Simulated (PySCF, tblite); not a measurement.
# C₆H₉BF₂O: geometry, infrared bands and NMR shifts

Wanted: the infrared bands and NMR shifts of C₆H₉BF₂O (`CC[C@@H]1/C(=C/B(F)F)[C@H]1O`), by calculation.

The runs use tblite 0.8.0 and PySCF 2.14.0, with density-fitted response routines of our own; the level of theory stands in each step. All values are computed, except where a source is named. Atoms count from 0, in the outputs and in this text.

### 1 Starting geometry

19 atoms, charge 0, multiplicity 1; geometry from: force field or distance geometry start.

Bonds of the start (Å): C0–C1 1.52, C1–C2 1.49, C2–C3 1.50, C3–C4 1.34, C4–B5 1.56, B5–F6 1.44, B5–F7 1.44, C3–C8 1.50, C8–O9 1.39, C8–C2 1.51, C0–H10 1.11, C0–H11 1.12, C0–H12 1.11, C1–H13 1.11, C1–H14 1.12, C2–H15 1.09, C4–H16 1.09, C8–H17 1.09, O9–H18 0.97.

### 2 Relaxing the molecule with GFN2-xTB

Job settings and geometry (Å):

```
{"job": {"kind": "relax", "xc": "GFN2-xTB", "basis": "xTB"}, "charge": 0, "multiplicity": 1}
C      2.926600     0.315800    -0.335000
C      1.483800     0.779800    -0.346800
C      0.608000    -0.424000    -0.457200
C     -0.849300    -0.074300    -0.482300
C     -1.905000     0.500400    -1.063200
B     -3.322000     0.445000    -0.411700
F     -3.694700    -0.545000     0.565300
F     -4.148700     1.622800    -0.500900
C     -0.295300    -0.864000     0.666500
O     -0.712000    -2.183300     0.752800
H      2.960200    -0.787100    -0.193600
H      3.387100     0.574400    -1.319300
H      3.462000     0.800300     0.505900
H      1.226400     1.450300     0.500800
H      1.348000     1.369700    -1.285600
H      0.975700    -1.261100    -1.054200
H     -1.720500     1.006100    -2.012700
H     -0.074600    -0.397900     1.630000
H     -1.665300    -2.318500     0.879000
```

On the command line:

```console
$ OMP_NUM_THREADS=1 python probes_run.py task.json out
```

The driver reads the jobs from task.json and runs them one after another.

**Question.** This job is followed by: GFN2-xTB harmonic vibrations, gas phase; GIAO PBE0/pcSseg-1 NMR shielding, non-relativistic, gas phase. Predict these results of the whole session: strongest single infrared mode (GFN2-xTB); zero-point energy (GFN2-xTB); ¹³C shifts against TMS (PBE0/pcSseg-1); ¹H shifts against TMS (PBE0/pcSseg-1, means over atoms taken as alike); ¹¹B shifts against BF3·OEt2 (PBE0/pcSseg-1); ¹⁹F shifts against CFCl3 (PBE0/pcSseg-1, means over atoms taken as alike); ¹⁷O shifts against H2O (PBE0/pcSseg-1).

The runs gave:

| quantity | value |
| --- | --- |
| strongest single infrared mode (GFN2-xTB) | 1305 cm⁻¹, 426 km/mol |
| zero-point energy (GFN2-xTB) | 89.7 kcal/mol |
| ¹³C shifts against TMS (PBE0/pcSseg-1) | 186.2, 111.2, 56.3, 33.8, 28.4, 15.9 ppm |
| ¹H shifts against TMS (PBE0/pcSseg-1, means over atoms taken as alike) | 6.21, 3.75, 2.00, 1.77, 1.70, 1.32, 0.70 ppm |
| ¹¹B shifts against BF3·OEt2 (PBE0/pcSseg-1) | 22.8 ppm |
| ¹⁹F shifts against CFCl3 (PBE0/pcSseg-1, means over atoms taken as alike) | -88.7 ppm |
| ¹⁷O shifts against H2O (PBE0/pcSseg-1) | 43.3 ppm |

In words: Relaxing lowered the energy by 1.107 eV in 133 steps; the close pair that moved most is B5–F7, from 1.442 to 1.319 Å. No mode is imaginary among the 51: a minimum at this level. The strongest single mode, at 1305 cm⁻¹, is spread over many atoms; the largest shares are those of B5, H16. Unscaled tight-binding wavenumbers are off by several per cent, some by more. Its intensities can rank the bands wrongly. The most deshielded hydrogen is H16 (hydrogen on an alkene CH), at 6.21 ppm: a vinylic proton, deshielded by the sp2 carbon and the C=C anisotropy. At PBE0/pcSseg-1: The widest tensor belongs to C3: span 288 ppm, with a paramagnetic part of -267 ppm.
